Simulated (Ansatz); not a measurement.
# ClF5H2MoS: the cost of one run

Program: Ansatz 0.2.0. Level of theory: RKS PBE/def2-SVP. These are calculated values, not measurements.

**1. The structure to begin with**

Bond lengths: Mo1–F2 2.120 Å, Mo1–F3 1.770 Å, Mo1–F4 1.770 Å, Mo1–F5 1.770 Å, Mo1–F6 1.770 Å, Mo1–Cl7 2.310 Å, Mo1–S8 2.640 Å, F4–S8 1.925 Å, S8–H9 1.400 Å. Angles (14 of 25 angles, heavy atoms first): F2–Mo1–F3 90.0°, F2–Mo1–F4 90.0°, F2–Mo1–F5 90.0°, F2–Mo1–F6 90.0°, F2–Mo1–Cl7 180.0°, F2–Mo1–S8 71.6°, F3–Mo1–F4 90.0°, F3–Mo1–F5 180.0°, F3–Mo1–F6 90.0°, F3–Mo1–Cl7 90.0°, F3–Mo1–S8 48.9°, F4–Mo1–F5 90.0°, F4–Mo1–F6 180.0°, F4–Mo1–Cl7 90.0°.

Structure file:

```xyz
10

Mo    0.0000    0.0000    0.0000
F     0.0000    0.0000    2.1200
F     1.7700    0.0000    0.0000
F     0.0000    1.7700    0.0000
F    -1.7700    0.0000    0.0000
F     0.0000   -1.7700    0.0000
Cl    0.0000    0.0000   -2.3100
S     1.7350    1.8074    0.8325
H     2.7476    1.1794    1.5674
H     0.8517    0.8872    1.9923
```

**2. Pulling towards end A**

Springs on the bonds that form and break draw the guess towards this end; the thresholds are loose.

input.yaml

```yaml
crystal:
  periodic: [false, false, false]
  atoms:
    - { symbol: Mo, position_ang: [0.0, 0.0, 0.0] }
    - { symbol: F, position_ang: [0.0, 0.0, 2.12] }
    - { symbol: F, position_ang: [1.77, 0.0, 0.0] }
    - { symbol: F, position_ang: [0.0, 1.77, 0.0] }
    - { symbol: F, position_ang: [-1.77, 0.0, 0.0] }
    - { symbol: F, position_ang: [0.0, -1.77, 0.0] }
    - { symbol: Cl, position_ang: [0.0, 0.0, -2.31] }
    - { symbol: S, position_ang: [1.735, 1.8074, 0.8325] }
    - { symbol: H, position_ang: [2.7476, 1.1794, 1.5674] }
    - { symbol: H, position_ang: [0.8517, 0.8872, 1.9923] }
basis:
  gaussian: { orbitals: def2-SVP }
hamiltonian:
  xc: pbe
relax:
  f_tol: 0.15
  max_steps: 25
  restrain:
    - { distance: [0, 7], at: 3.54, k: 30.0 }
    - { distance: [9, 1], at: 2.12, k: 30.0 }
    - { distance: [0, 1], at: 1.77, k: 30.0 }
    - { distance: [9, 7], at: 1.4, k: 30.0 }
```

The run is started by

```sh
$ ansatz run input.yaml --threads 4 --pin off --max-ram 5120MiB --backend cpu --events-out ev --progress --plain --runs-dir out
```

Q: Estimate wall time and peak memory on 4 threads of Arm Neoverse V1, shared host.

About 36 s, with a peak of 0.23 GiB.
